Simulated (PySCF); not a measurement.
# Ge2H10Si2 (n-GeGeSiSiH10): the cost of one run

The runs use PySCF 2.14.0, with density-fitted response routines of our own; the level of theory stands in each step. All values are computed, except where a source is named. Atoms are numbered from 0 throughout.

## (1) The molecule as given

14 atoms, charge 0, multiplicity 1; geometry from: GFN2-xTB. The atoms were then displaced at random by about 0.03 Å, so the start is not that level's minimum.

Bonds of the start (Å): Ge0–Ge1 2.35, Ge0–H4 1.60, Ge0–H5 1.41, Ge0–H6 1.52, Ge1–Si2 2.36, Ge1–H7 1.54, Ge1–H8 1.45, Si2–Si3 2.20, Si2–H9 1.53, Si2–H10 1.49, Si3–H11 1.54, Si3–H12 1.53, Si3–H13 1.41.

## (2) Geometry optimisation at PBE0-D3(BJ)/def2-SVP

What the job is given:

```
{"job": {"xc": "PBE0", "basis": "def2-SVP", "d3": "d3bj", "grid": 1, "maxiter": 40, "shake": 0.03, "kind": "geom"}, "charge": 0, "multiplicity": 1}
Ge    -1.017170    -2.306210     0.287110
Ge     0.989410    -1.161650    -0.139880
Si     1.140030     1.125240     0.415500
Si    -0.428380     2.385890    -0.484960
H     -2.189490    -1.815810    -0.682740
H     -1.095250    -3.713320     0.163490
H     -1.618610    -1.966980     1.642190
H      2.116320    -2.020230     0.468860
H      1.288980    -1.369910    -1.546200
H      1.221570     1.193650     1.940050
H      2.506770     1.572350     0.043280
H     -1.727820     1.571780    -0.586270
H     -0.955710     3.574990     0.314820
H     -0.250100     2.886390    -1.792020
```

Launch:

```
> OMP_NUM_THREADS=1 python probes_run.py task.json out
```

This one command runs all jobs of the session in turn.

Q: Estimate the wall time and peak memory of this first job on 1 thread of Intel Xeon at 2.50GHz, shared host.

About 6.6 min, with a peak of 0.65 GiB.
